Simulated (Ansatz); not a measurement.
Below is the output of a Python script on the Ansatz DFT code, driven from Python that makes a comparison of functionals at one structure of ZrH2, space group Fm-3m. Write a script that gives it. Use (first run): LDA, PAW, the default cutoff (420 eV here), 8×8×8 k-points, Gaussian smearing of 0.15 eV. The script varies functional: lda, blyp, pbesol.

```yaml
crystal:
  lattice:
    - [0.00000, 2.40923, 2.40923]
    - [2.40923, 0.00000, 2.40923]
    - [2.40923, 2.40923, 0.00000]
  atoms:
    - { symbol: Zr, position: [0.00000, 0.00000, 0.00000] }
    - { symbol: H, position: [0.75000, 0.75000, 0.75000] }
    - { symbol: H, position: [0.25000, 0.25000, 0.25000] }
```

```console
$ python xc_zrh2.py
  functional   F/atom (eV)    iterations      k-points
         lda   -1370.22972             6            29
        blyp   -1409.95413             6            29
      pbesol   -1387.28003             6            29
```

The script that was run (others could print the same):

Script `xc_zrh2.py`:
```python
"""One structure of ZrH2 under several functionals."""

import warnings

import ansatz as az


def main() -> None:
    warnings.simplefilter("ignore", az.DeckWarning)

    crystal = (
        az.Lattice.of((0.0, 2.409225, 2.409225), (2.409225, 0.0, 2.409225), (2.409225, 2.409225, 0.0))
        .atom("Zr", (0.0, 0.0, 0.0))
        .atom("H", (0.75, 0.75, 0.75))
        .atom("H", (0.25, 0.25, 0.25))
    )

    base = (
        crystal.calculation()
        .occupations("gaussian", width=0.15)  # the run then minimises F = E - TS
        .kpoints(8)  # the mesh must be finer for metals
    )

    rows = []
    for value in ["lda", "blyp", "pbesol"]:
        r = base.functional(value).run(threads=1, pin="off").report
        rows.append((value, r["free_energy_ev"] / len(r["lattice"]["sites"]), r["n_iterations"], r["n_kpoints"]))

    print("  functional   F/atom (eV)    iterations      k-points")
    for row in rows:
        print(f"{str(row[0]):>12s}  {row[1]:12.5f}  {row[2]:12d}  {row[3]:12d}")


if __name__ == "__main__":
    main()
```

Reading the output:
- The run is spin-unpolarised.
- BLYP can be off by several per cent in the lattices of metals, and by several GPa in the pressure at a fixed cell.
- The mesh is modest for a metal, so energies can be off by several to tens of meV an atom and pressures by half a GPa or more; differences at equal mesh fare better.
- The structure comes from a database of computed cells and needn't be a stable or known phase.
- Total energies of different functionals can't be compared; pressures, moments and gaps at this one structure can.
- Hardware and time: 1.9 s on 1 thread of Arm Neoverse V2, with other jobs on the host, peak memory 0.32 GiB.

(Lines on the test bed's own set-up are left out of the output.)
